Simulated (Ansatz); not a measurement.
**CH6ClGaSi: up Jacob's ladder to CCSD(T)**

The task here is to estimate one member of a computed series from the others.

Method: functionals in def2-TZVPP, the program's frozen cores in correlated methods; program: Ansatz 0.2.0, Gaussian basis.

Plan: PBE-D4, r2SCAN-D4, PBE0-D4, B3LYP-D4, ωB97X-V, ωB97M-V, B2PLYP; CCSD(T)/def2-TZVPP; MP2/def2-QZVPP; extrapolation to the limit.

**The geometry**

The geometry comes from an earlier relaxation with PBE0-D4 in a triple-zeta def2 set; it is a stationary point, not always the lowest conformer.

SMILES `Cl[SiH2][CH2][GaH2]`, 10 atoms, charge 0, spin multiplicity 1.

Atoms are counted from 1 here; the program's logs count them from 0.

Bond lengths: Cl1–Si2 2.120 Å, Si2–C3 1.835 Å, Si2–H5 1.481 Å, Si2–H6 1.482 Å, C3–Ga4 2.008 Å, C3–H7 1.091 Å, C3–H8 1.091 Å, Ga4–H9 1.567 Å, Ga4–H10 1.566 Å. Angles: Cl1–Si2–C3 104.1°, Cl1–Si2–H5 104.6°, Cl1–Si2–H6 104.5°, C3–Si2–H5 115.2°, C3–Si2–H6 116.5°, H5–Si2–H6 110.4°, Si2–C3–Ga4 101.9°, Si2–C3–H7 111.7°, Si2–C3–H8 111.4°, Ga4–C3–H7 110.6°, Ga4–C3–H8 111.3°, H7–C3–H8 109.7°, C3–Ga4–H9 118.0°, C3–Ga4–H10 118.1°, H9–Ga4–H10 123.1°.

Set-up of the first run:

Contents of in.yaml:

```yaml
crystal:
  periodic: [false, false, false]
  atoms:
    - {symbol: Cl, position_ang: [-1.676315, 1.093018, -0.775973]}
    - {symbol: Si, position_ang: [-0.207606, 1.137942, 0.751633]}
    - {symbol: C, position_ang: [0.726354, -0.424375, 0.520268]}
    - {symbol: Ga, position_ang: [-0.086327, -1.147949, -1.167341]}
    - {symbol: H, position_ang: [0.562580, 2.376754, 0.493001]}
    - {symbol: H, position_ang: [-0.981999, 1.265081, 2.008586]}
    - {symbol: H, position_ang: [0.568525, -1.115347, 1.349923]}
    - {symbol: H, position_ang: [1.794130, -0.236096, 0.395992]}
    - {symbol: H, position_ang: [0.570354, -0.744443, -2.531671]}
    - {symbol: H, position_ang: [-1.186495, -2.255785, -1.041418]}
basis:
  gaussian: {orbitals: def2-TZVPP}
hamiltonian: {xc: pbe, dispersion: d4}
output: {forces: true, orbitals: {seedname: orbitals}}
```

Run with:

```bash
$ ansatz run in.yaml --threads 4 --pin off --events-out ev --progress --plain --max-ram 10444MiB
```

Among the steps run: PBE-D4 (GGA); r2SCAN-D4 (meta-GGA); PBE0-D4 (hybrid); B3LYP-D4 (hybrid); ωB97X-V (range-separated); ωB97M-V (range-separated); B2PLYP (double hybrid); CCSD(T) in def2-TZVPP; MP2 in def2-QZVPP.

One table of the session follows, with a row left open; its other results are not shown here.

```
            method  atomisation energy (eV)
            PBE-D4                   31.731
         r2SCAN-D4                   31.967
           PBE0-D4                   31.655
          B3LYP-D4                   31.548
           ωB97X-V                   32.045
           ωB97M-V                   31.892
            B2PLYP                   31.278
     HF/def2-TZVPP                        ?
    MP2/def2-TZVPP                   31.433
   CCSD/def2-TZVPP                   30.875
CCSD(T)/def2-TZVPP                   31.254
           MP2/CBS                   32.130
       CCSD(T)/CBS                   31.950
```

Q: Estimate the row for HF/def2-TZVPP from the others.

As computed: atomisation energy (eV): 24.070. In the column «atomisation energy (eV)» it is the lowest.
